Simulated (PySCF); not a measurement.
# CrO2²⁺: changing the method

Aim: see what other levels and later steps give for CrO2²⁺.

The runs use PySCF 2.14.0; method and basis as typed in the scripts.

### 1 Starting geometry

CrO2²⁺: 3 atoms, charge 2, spin multiplicity 1.

Bond lengths: Cr1–O2 1.490 Å, Cr1–O3 1.490 Å. Angles: O2–Cr1–O3 104.1°.

Geometry (Å):

```
Cr    0.0000    0.0000   -0.3492
O     1.1744    0.0000    0.5674
O    -1.1744    0.0000    0.5674
```

### 2 Base script

File input.py:

```python
from pyscf import gto, scf, mp

mol = gto.M(
    atom='Cr 0 0 -0.3492; O 1.1744 0 0.5674; O -1.1744 0 0.5674',
    basis='jorge-dzp-dkh',
    charge=2,
    spin=0,
    verbose=4,
)
mf = scf.RHF(mol)
mf = mf.sfx2c1e()
mf.level_shift = 0.3
mf.kernel()
mp.MP2(mf, frozen=7).kernel()
mf.dip_moment()
print('orbital energies (hartree):', mf.mo_energy[..., max(0, mol.nelec[1]-3):mol.nelec[0]+3].round(4))
```

Command:

```
$ OMP_NUM_THREADS=1 python input.py
```

### 3 SCF alone

Run 1 changes step after the SCF: mp2 → none.

Changes to input.py since step 2:

```diff
@@ -1,2 +1,2 @@
-from pyscf import gto, scf, mp
+from pyscf import gto, scf
 
@@ -13,3 +13,2 @@
 mf.kernel()
-mp.MP2(mf, frozen=7).kernel()
 mf.dip_moment()
```

### 4 ROHF

Run 2 changes SCF type: RHF → ROHF.

Changes to input.py since step 2:

```diff
@@ -9,3 +9,3 @@
 )
-mf = scf.RHF(mol)
+mf = scf.ROHF(mol)
 mf = mf.sfx2c1e()
```

### 5 CASSCF

Run 3 changes step after the SCF: mp2 → casscf; active space: none → 2 electrons in 2 orbitals.

Changes to input.py since step 2:

```diff
@@ -1,2 +1,2 @@
-from pyscf import gto, scf, mp
+from pyscf import gto, scf, mcscf
 
@@ -13,3 +13,5 @@
 mf.kernel()
-mp.MP2(mf, frozen=7).kernel()
+mc = mcscf.CASSCF(mf, 2, 2)
+mc.kernel()
+mc.analyze()
 mf.dip_moment()
```

**Question.** What will these runs give? Wanted: for each run, E(SCF); from base; gap; after the SCF.

The runs gave:

| run | E(SCF) (hartree) | from base (eV) | cycles | gap (eV) | after the SCF |
| --- | --- | --- | --- | --- | --- |
| base | -1198.163153 | 0 | 39 | 14.02 | MP2 correlation -28.449 eV, core frozen |
| SCF alone | -1198.163153 | 0.0000 | 39 | 14.02 | n/a |
| ROHF | -1198.163153 | 0.0000 | 39 | n/a | MP2 correlation -28.449 eV, core frozen |
| CASSCF | -1198.163153 | 0.0000 | 39 | 14.02 | CASSCF correlation -2.566 eV |

In words: The SCF energy stays the same, to the digits that matter, with ROHF. The dearest run is “CASSCF”, at 18 s against 3.6 s.
